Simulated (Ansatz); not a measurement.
The system is In3Se.

```
In Se
1.0
     4.80376    0.00000    0.00000
     0.00000    4.80376    0.00000
     0.00000    0.00000    4.80376
In Se
3 1
Direct
  0.50000 0.50000 0.00000
  0.50000 0.00000 0.50000
  0.00000 0.50000 0.50000
  0.00000 0.00000 0.00000
```

The cell comes from a database or a generator and needn't be the stable form of this composition.

Base run:

| Property | Result |
| --- | --- |
| Program | Ansatz 0.2.0 |
| Functional | PBEsol |
| Potentials or basis | Ansatz PAW |
| Cutoff | 420 eV |
| Density cutoff | 1680 eV |
| k mesh | 6 × 6 × 6 |
| Occupations | fermi-dirac, width 0.05 eV |
| Spin | no spin polarisation |

Its results: band gap on the k mesh none (metal or under the smearing width); pressure -2.9 GPa.

Q: The run is repeated on the same cell with these changes: functional from PBEsol to LDA. What comes out?

A: Band gap on the k mesh none (metal or under the smearing width); pressure -4.3 GPa.

LDA binds more tightly than PBEsol, so the same cell stands under less pressure.

Caveats: the PAW data sets come from PBE, with cores solved anew for the run's functional, which leaves a small shift of forces and pressure.

Not every run made on this cell is shown here.
